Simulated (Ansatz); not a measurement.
# Sc16CO: the cost of one run

Method: DFT PBE, scalar-relativistic, plane waves, PAW, in Ansatz 0.2.0.

15 further runs of the same task are left out: 1 that didn't finish, 14 set aside as unsound or not needed.

**1. The system as given**

It takes space group P1 (No. 1, triclinic). Conventional cell: a = 6.639 Å, b = 6.639 Å, c = 25.685 Å, α = 90.00°, β = 90.00°, γ = 120.00°. Sc (site symmetry 1) has 9 Sc at 3.21 to 3.32 Å as nearest neighbours. Sc (site symmetry 1) has 12 Sc at 3.21 to 3.32 Å as nearest neighbours. Only part of the 18 independent sites is listed.

As a file:

```
CELL_PARAMETERS angstrom
6.63895 0.00000 0.00000
-3.31947 5.74950 0.00000
0.00000 0.00000 25.68512
ATOMIC_POSITIONS crystal
Sc 0.33333 0.16667 0.15573
Sc 0.33333 0.66667 0.15573
Sc 0.83333 0.16667 0.15573
Sc 0.83333 0.66667 0.15573
Sc 0.16667 0.33333 0.25623
Sc 0.16667 0.83333 0.25623
Sc 0.66667 0.33333 0.25623
Sc 0.66667 0.83333 0.25623
Sc 0.33333 0.16667 0.35770
Sc 0.33333 0.66667 0.35770
Sc 0.83333 0.16667 0.35770
Sc 0.83333 0.66667 0.35770
Sc 0.16667 0.33333 0.45494
Sc 0.16667 0.83333 0.45494
Sc 0.66667 0.33333 0.45494
Sc 0.66667 0.83333 0.45494
C 0.41667 0.83333 0.52774
O 0.41667 0.92070 0.56685
```

This is the geometry of the first run shown, built on a cell relaxed beforehand with the same method.

**2. The scan**

Atoms count from 1 in the order of the input.

CO stands on one site of a rigid substrate at a fixed height and bond length while its axis is turned; the height is held at 1.87 Å.

- tilt of the C17-O18 axis from the surface normal: 7 values from 0 to 90 °
- azimuth of the C17-O18 axis from a direction equivalent to the long diagonal of the hexagonal surface cell: 12 values from 0 to 330 °, periodic

Nothing else is relaxed. Points are written as (first, second).

**3. Grid point (30°, 30°)**

A dipole layer in the vacuum cancels the field that periodic copies would set up if the slab's two faces differ.

The input, input.yaml:

```yaml
crystal:
  lattice:
    - [6.6389479791, 0.0, 0.0]
    - [-3.3194739895, 5.7494976043, 0.0]
    - [0.0, 0.0, 25.6851185056]
  atoms:
    - { symbol: Sc, position: [0.3333333333, 0.1666666667, 0.1557321995] }
    - { symbol: Sc, position: [0.3333333333, 0.6666666667, 0.1557321995] }
    - { symbol: Sc, position: [0.8333333333, 0.1666666667, 0.1557321995] }
    - { symbol: Sc, position: [0.8333333333, 0.6666666667, 0.1557321995] }
    - { symbol: Sc, position: [0.1666666667, 0.3333333333, 0.2562305076] }
    - { symbol: Sc, position: [0.1666666667, 0.8333333333, 0.2562305076] }
    - { symbol: Sc, position: [0.6666666667, 0.3333333333, 0.2562305076] }
    - { symbol: Sc, position: [0.6666666667, 0.8333333333, 0.2562305076] }
    - { symbol: Sc, position: [0.3333333333, 0.1666666667, 0.357697452] }
    - { symbol: Sc, position: [0.3333333333, 0.6666666667, 0.357697452] }
    - { symbol: Sc, position: [0.8333333333, 0.1666666667, 0.357697452] }
    - { symbol: Sc, position: [0.8333333333, 0.6666666667, 0.357697452] }
    - { symbol: Sc, position: [0.1666666667, 0.3333333333, 0.4549373017] }
    - { symbol: Sc, position: [0.1666666667, 0.8333333333, 0.4549373017] }
    - { symbol: Sc, position: [0.6666666667, 0.3333333333, 0.4549373017] }
    - { symbol: Sc, position: [0.6666666667, 0.8333333333, 0.4549373017] }
    - { symbol: C, position: [0.4166666667, 0.8333333333, 0.5277421049] }
    - { symbol: O, position: [0.4166666667, 0.9206965725, 0.5668538368] }
basis:
  ecutwfc: 420
kpoints:
  mp_grid: { grid: [6, 6, 1] }
hamiltonian:
  xc: pbe
scf:
  occupations: { method: gaussian, width: 0.1 }
output:
  forces: true
  eigenvalues: true
efield:
  axis: 3
  dipole_correction: true
  ramp_width: 0.04
```

Launch:

```console
$ ansatz run input.yaml --threads 4 --pin off --max-ram 12288MiB --backend cpu --events-out ev --progress --plain --runs-dir out
```

What time and memory should one allow on 4 threads of Intel Xeon 6975P-C (Granite Rapids), shared host?

About 28 s, with a peak of 3.1 GiB.
